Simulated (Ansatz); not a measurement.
**GeNH₅ (triplet): from Hartree-Fock to the top rungs at distance Ge1–H5 along a hydrogen transfer = 1.840 Å, cc-pVDZ**

An exercise on one series of results from a longer session: the logs are not shown, and one member is left open.

Method: cc-pVDZ, core rule «outside noble gas», up to 15 orbitals frozen; program: Ansatz 0.2.0, Gaussian basis.

Plan: UHF; CCSD(T) on ROHF; CCSD(T) on UHF; BCCD(T) on ROHF; CISD; CCSDT(Q) on ROHF; CCSDT(Q) on UHF; CASSCF and MRCISD+Q, 4 electrons in 4 orbitals; CASSCF and NEVPT2, 4 electrons in 4 orbitals.

## The system

The geometry derives from fragments relaxed apart (PBE0/def2-TZVP) and kept rigid, so it is no stationary point. A hydrogen atom is moved between rigid fragments. No spin-orbit coupling is included. The filled d shell of Ge may be among the frozen orbitals whatever the setting's name suggests; the logs give the count.

7 atoms, charge 0, spin multiplicity 3.

Atoms are counted from 1 here; the program's logs count them from 0.

Bond lengths: Ge1–H2 1.534 Å, Ge1–H3 1.534 Å, Ge1–H4 1.534 Å, Ge1–H5 1.840 Å, N6–H7 1.040 Å. Angles: H2–Ge1–H3 109.5°, H2–Ge1–H4 109.5°, H2–Ge1–H5 109.5°, H3–Ge1–H4 109.5°, H3–Ge1–H5 109.5°, H4–Ge1–H5 109.5°.

Set-up of the first run:

in.yaml reads:

```yaml
crystal:
  periodic: [false, false, false]
  atoms:
    - {symbol: Ge, position_ang: [-0.544600, 0.011040, 0.000000]}
    - {symbol: H, position_ang: [-1.056050, 1.457639, 0.000001]}
    - {symbol: H, position_ang: [-1.056050, -0.712260, 1.252791]}
    - {symbol: H, position_ang: [-1.056050, -0.712259, -1.252792]}
    - {symbol: H, position_ang: [1.295400, 0.011040, 0.000000]}
    - {symbol: N, position_ang: [2.742400, 0.011040, 0.000000]}
    - {symbol: H, position_ang: [3.011482, -0.993187, -0.000001]}
basis:
  gaussian: {orbitals: cc-pVDZ}
magnetization: {spin_polarized: true, initial_magnetization: 2}
hamiltonian: {xc: hf}
output: {orbitals: {seedname: orbitals}}
```

Launch:

```
$ ansatz run in.yaml --threads 1 --pin off --events-out ev --progress --plain --max-ram 2816MiB --backend cpu
```

Steps of the session up to this table: UHF; CCSD(T) on ROHF; CCSD(T) on UHF; BCCD(T) on ROHF; CISD; CCSDT(Q) on ROHF; CCSDT(Q) on UHF; CASSCF and MRCISD+Q, 4 electrons in 4 orbitals; CASSCF and NEVPT2, 4 electrons in 4 orbitals.

One table of the session follows, with a row left open; its other results are not shown here.

```
       method  from UCCSDT(Q) (kcal/mol)
         ROHF                    +191.76
          UHF                    +182.66
         RMP2                     +37.10
         UMP2                     +36.70
         CISD                     +23.22
        RCCSD                      +5.12
        UCCSD                      +4.88
     RCCSD(T)                      +1.07
     UCCSD(T)                      +1.04
      BCCD(T)                      +1.04
       RCCSDT                      +0.29
       UCCSDT                      +0.23
    RCCSDT(Q)                      +0.05
    UCCSDT(Q)                          0
  CASSCF pair                    +175.01
  NEVPT2 pair                     +32.94
  MRCISD pair                     +18.81
MRCISD+Q pair                          ?
```

**Question.** Estimate the row for MRCISD+Q pair.

The run gave: from UCCSDT(Q) (kcal/mol): +2.20. In the column «from UCCSDT(Q) (kcal/mol)» it lies between RCCSD(T) (+1.07) and UCCSD (+4.88).

Limits of these values: Restricted and unrestricted rows rest on different reference determinants; where their highest levels disagree by more than a few hundredths of an eV, they describe different states and don't form one ladder.
